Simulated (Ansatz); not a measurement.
# CH5GeI: geometry optimisation

Aim: relax CH5GeI at this level.

Computed with Ansatz 0.2.0. Level: RKS PBE-D4/def2-SVP.

## (1) Starting geometry

SMILES `[CH3][GeH2][I]`, 8 atoms, charge 0, spin multiplicity 1.

Atoms are counted from 1 here; the program's logs count them from 0.

Bond lengths: C1–Ge2 1.960 Å, C1–H4 1.107 Å, C1–H5 1.106 Å, C1–H6 1.109 Å, Ge2–I3 2.553 Å, Ge2–H7 1.551 Å, Ge2–H8 1.551 Å. Angles: Ge2–C1–H4 109.8°, Ge2–C1–H5 109.9°, Ge2–C1–H6 109.6°, H4–C1–H5 109.1°, H4–C1–H6 109.2°, H5–C1–H6 109.2°, C1–Ge2–I3 108.4°, C1–Ge2–H7 112.2°, C1–Ge2–H8 112.3°, I3–Ge2–H7 106.6°, I3–Ge2–H8 106.6°, H7–Ge2–H8 110.4°.

As a file:

```xyz
8

C    -0.57938    0.86433   -0.31034
Ge    0.36889   -0.81322    0.04762
I     1.90740   -0.45757    2.05355
H     0.14899    1.66632   -0.53608
H    -1.17512    1.15570    0.57537
H    -1.25659    0.73127   -1.17808
H     1.27581   -1.23924   -1.13649
H    -0.59789   -1.96479    0.42853
```

## (2) Relaxation

Contents of input.yaml:

```yaml
crystal:
  periodic: [false, false, false]
  atoms:
    - { symbol: C, position_ang: [-0.579384, 0.864335, -0.310343] }
    - { symbol: Ge, position_ang: [0.368887, -0.813215, 0.047623] }
    - { symbol: I, position_ang: [1.9074, -0.457574, 2.053555] }
    - { symbol: H, position_ang: [0.14899, 1.666316, -0.536076] }
    - { symbol: H, position_ang: [-1.175124, 1.155696, 0.575375] }
    - { symbol: H, position_ang: [-1.256586, 0.731266, -1.17808] }
    - { symbol: H, position_ang: [1.275812, -1.239241, -1.136489] }
    - { symbol: H, position_ang: [-0.597895, -1.964785, 0.428535] }
basis:
  gaussian: { orbitals: def2-SVP }
hamiltonian:
  xc: pbe
  dispersion: d4
output:
  forces: true
relax:
  f_tol: 0.003
  max_steps: 120
```

The run is started by

```bash
$ ansatz run input.yaml --threads 1 --pin off --max-ram 2560MiB --backend cpu --events-out ev --progress --plain --runs-dir out
```

Before running it: what results should come out? Wanted: energy gained; root mean square move; dipole moment.

The runs gave:

| quantity | value |
| --- | --- |
| energy gained | 0.0000 eV |
| root mean square move | 0.001 Å |
| dipole moment | 2.30 D |

**Reading.** Bond lengths: C1–Ge2 1.960 Å, C1–H4 1.106 Å, C1–H5 1.106 Å, C1–H6 1.109 Å, Ge2–I3 2.552 Å, Ge2–H7 1.551 Å, Ge2–H8 1.551 Å. Angles: Ge2–C1–H4 109.9°, Ge2–C1–H5 109.9°, Ge2–C1–H6 109.5°, H4–C1–H5 109.1°, H4–C1–H6 109.2°, H5–C1–H6 109.2°, C1–Ge2–I3 108.4°, C1–Ge2–H7 112.3°, C1–Ge2–H8 112.3°, I3–Ge2–H7 106.6°, I3–Ge2–H8 106.6°, H7–Ge2–H8 110.4°. No frequencies were computed here.
